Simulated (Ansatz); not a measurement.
**FeSe2: further runs on the relaxed cell**

One table from this session's results is given with a row withheld; the runs are named, their logs left out.

Method: DFT LDA, scalar-relativistic, plane waves, PAW, in Ansatz 0.2.0.

## The structure to begin with

It takes space group Pnnm (No. 58, orthorhombic). Conventional cell: a = 4.685 Å, b = 5.644 Å, c = 3.517 Å, α = 90.00°, β = 90.00°, γ = 90.00°. Fe (site symmetry 2/m) has 6 Se at 2.31 to 2.32 Å in its first shell of neighbours. Around Se (site symmetry m) lie 3 Fe at 2.31 to 2.32 Å and 1 Se at 2.55 Å.

Structure file:

```
Fe Se
1.0
     4.68509    0.00000    0.00000
     0.00000    5.64411    0.00000
     0.00000    0.00000    3.51709
Fe Se
2 4
Direct
  0.00000 0.00000 0.00000
  0.50000 0.50000 0.50000
  0.21933 0.36620 0.00000
  0.78067 0.63380 0.00000
  0.71933 0.13380 0.50000
  0.28067 0.86620 0.50000
```

It is the result of an earlier relaxation at this level (volume 15.50 Å³/atom; gap on the mesh: 0.31 eV).

The first run:

File input.yaml:

```yaml
crystal:
  lattice:
    - [4.6377641891, 0.0, 0.0]
    - [0.0, 5.5870938809, 0.0]
    - [0.0, 0.0, 3.4815605566]
  atoms:
    - { symbol: Fe, position: [0.0, 0.0, 0.0] }
    - { symbol: Fe, position: [0.5, 0.5, 0.5] }
    - { symbol: Se, position: [0.2193250322, 0.3662048067, 0.0] }
    - { symbol: Se, position: [0.7806749678, 0.6337951933, 0.0] }
    - { symbol: Se, position: [0.7193250322, 0.1337951933, 0.5] }
    - { symbol: Se, position: [0.2806749678, 0.8662048067, 0.5] }
basis:
  ecutwfc: 420
kpoints:
  mp_grid: { grid: [8, 6, 10] }
hamiltonian:
  xc: lda
scf:
  occupations: { method: gaussian, width: 0.02 }
output:
  forces: true
  stress: true
  eigenvalues: true
relax:
  adjacent_minimum: "off"
  f_tol: 0.01
  max_steps: 30
  cell: { stress_tol: 0.1, fix: [volume] }
```

On the command line:

```
$ ansatz run input.yaml --threads 1 --pin off --max-ram 2560MiB --backend cpu --events-out ev --progress --plain --runs-dir out
```

Steps of the session up to this table: Point at V/V0 = 0.97; Point at V/V0 = 1.03; Point at V/V0 = 0.94; Point at V/V0 = 1.06; The cell scaled to 0.91 of its volume; Volume × 1.10; Point at V/V0 = 0.88.

One of the session's tables, all rows but one given; the rest of the session is left out.

It belongs to the step «Fit of the equation of state». 

```
volume (Å³/atom)  energy above the lowest point (meV/atom)  pressure (GPa)  gap on the mesh (eV)
          13.640                                     131.9           25.65                  0.45
          14.105                                         ?               ?                     ?
          14.570                                      29.1           10.64                  0.38
          15.035                                       6.9            4.87                  0.34
          15.500                                       0.0            0.01                  0.31
          15.966                                       6.1           -4.09                  0.28
          16.431                                      23.1           -7.53                  0.25
          17.051                                      59.7          -11.27                  0.22
```

Estimate the missing values for volume (Å³/atom) = 14.105.

Worked estimate for «energy above the lowest point (meV/atom)». A straight line through the neighbours (13.640, 131.9) and (14.570, 29.1) gives 131.9 + (29.1 − 131.9) × (14.105 − 13.640) / (14.570 − 13.640) = 80.5; a parabola fitted to 3 rows on both sides gives 70.8.

The run gave: energy above the lowest point (meV/atom): 69.7; pressure (GPa): 17.50; gap on the mesh (eV): 0.41. In «energy above the lowest point (meV/atom)» the line misses by +10.8 and the parabola by +1.1.
